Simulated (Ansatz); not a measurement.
# Na (hcp type): how the settings move a relaxation

Aim: see which settings change the result for Na (hcp type), by how much, and at what cost.

Computed with Ansatz 0.2.0 (reference: DFT, LDA, PAW with Ansatz's default frozen-core files, scalar-relativistic, unless a step's input says otherwise).

## (1) The structure to begin with

It takes space group P6_3/mmc (No. 194, hexagonal). Conventional cell: a = 3.187 Å, b = 3.187 Å, c = 5.163 Å, α = 90.00°, β = 90.00°, γ = 120.00°. Na (site symmetry -6m2) is surrounded by 12 Na at 3.17 to 3.19 Å.

Structure file:

```
CELL_PARAMETERS angstrom
3.18717 0.00000 0.00000
-1.59358 2.76017 0.00000
0.00000 0.00000 5.16321
ATOMIC_POSITIONS crystal
Na 0.33333 0.66667 0.25000
Na 0.66667 0.33333 0.75000
```

## (2) Reference

File input.yaml:

```yaml
crystal:
  lattice:
    - [3.1871651954, 0.0, 0.0]
    - [-1.5935825977, 2.7601660252, 0.0]
    - [0.0, 0.0, 5.1632076165]
  atoms:
    - { symbol: Na, position: [0.3333333333, 0.6666666667, 0.25] }
    - { symbol: Na, position: [0.6666666667, 0.3333333333, 0.75] }
kpoints:
  mp_grid: { grid: [12, 12, 7] }
scf:
  occupations: { method: fermi_dirac, width: 0.05 }
hamiltonian:
  xc: lda
  pseudopotentials: { kind: paw }
output:
  forces: true
  stress: true
relax:
  f_tol: 0.005
  max_steps: 30
  cell: { stress_tol: 0.23, fix: [volume] }
```

Launch:

```bash
> ansatz run input.yaml --threads 1 --pin off --max-ram 2048MiB --backend cpu --events-out ev --progress --plain --runs-dir out
```

## (3) Variant: mixing.algorithm msr1, mixing.beta 0.5, mixing.ndim 16, xc_grid 1

input.yaml, as its differences from that of step 2:

```diff
@@ -12,2 +12,3 @@
   occupations: { method: fermi_dirac, width: 0.05 }
+  mixing: { algorithm: msr1, beta: 0.5, ndim: 16 }
 hamiltonian:
@@ -22 +23,3 @@
   cell: { stress_tol: 0.23, fix: [volume] }
+basis:
+  xc_grid: 1
```

## (4) Variant: ecutwfc 500 eV

input.yaml, as its differences from that of step 2:

```diff
@@ -22 +22,3 @@
   cell: { stress_tol: 0.23, fix: [volume] }
+basis:
+  ecutwfc: "500 eV"
```

**Question.** What will these runs give? Wanted: for each run, ending; energy change; pressure; gap; force.

The runs gave:

| run | ending | energy change | pressure (GPa) | gap (eV) | force (eV/Å) | cycles | time |
| --- | --- | --- | --- | --- | --- | --- | --- |
| reference | converged | 0 | 7.2 | 0.00 | 0.00 | 8 | 2.9 s |
| 1: mixing.algorithm msr1, mixing.beta 0.5, mixing.ndim 16, xc_grid 1 | converged | 0.0 meV/atom | 7.2 | 0.00 | 0.00 | 8 | 2.9 s |
| 2: ecutwfc 500 eV | converged | -0.2 meV/atom | 7.2 | 0.00 | 0.00 | 8 | 3.8 s |

Of the converged runs whose energies compare with the reference's, «ecutwfc 500 eV» moves the energy most (-0.2 meV/atom) and «mixing.algorithm msr1, mixing.beta 0.5, mixing.ndim 16, xc_grid 1» least (0.0 meV/atom).
